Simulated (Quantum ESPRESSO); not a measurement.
Crystal: CuF3.

```
Cu F
1.0
     3.76477    0.00000    0.00000
     0.00000    3.76477    0.00000
     0.00000    0.00000    3.76477
Cu F
1 3
Direct
  0.00000 0.00000 0.00000
  0.50000 0.00000 0.00000
  0.00000 0.00000 0.50000
  0.00000 0.50000 0.00000
```

The cell comes from a database or a generator and needn't be the stable form of this composition.

Base run:

```yaml
Program: Quantum ESPRESSO 7.5
Functional: PBE
Potentials_or_basis: GBRV 1.5 PBE
Cutoff: 762 eV
Density_cutoff: 6095 eV
k_mesh: 5 × 5 × 5
Occupations: gaussian, width 0.05 eV
Spin: collinear spin, ferromagnetic start
Starting_moments: "[2.0, 0.0, 0.0, 0.0] μB"
Hubbard_terms: Cu d U = 8 eV
```

Its results: band gap on the k mesh none (metal or under the smearing width); pressure 6.2 GPa; net moment 2.00 μB per cell; site moments Cu +1.26; F +0.23 μB.

Problem. The run is repeated on the same cell with these changes: hubbard terms from Cu d U = 8 eV to Cu d U = 1 eV. What comes out?

Solution. Band gap on the k mesh none (metal or under the smearing width); pressure 2.8 GPa; net moment 0.40 μB per cell; site moments Cu +0.26; F +0.04 μB.

Caveats: a cell with one magnetic atom can't hold antiferromagnetic order, which such compounds often take (some runs).
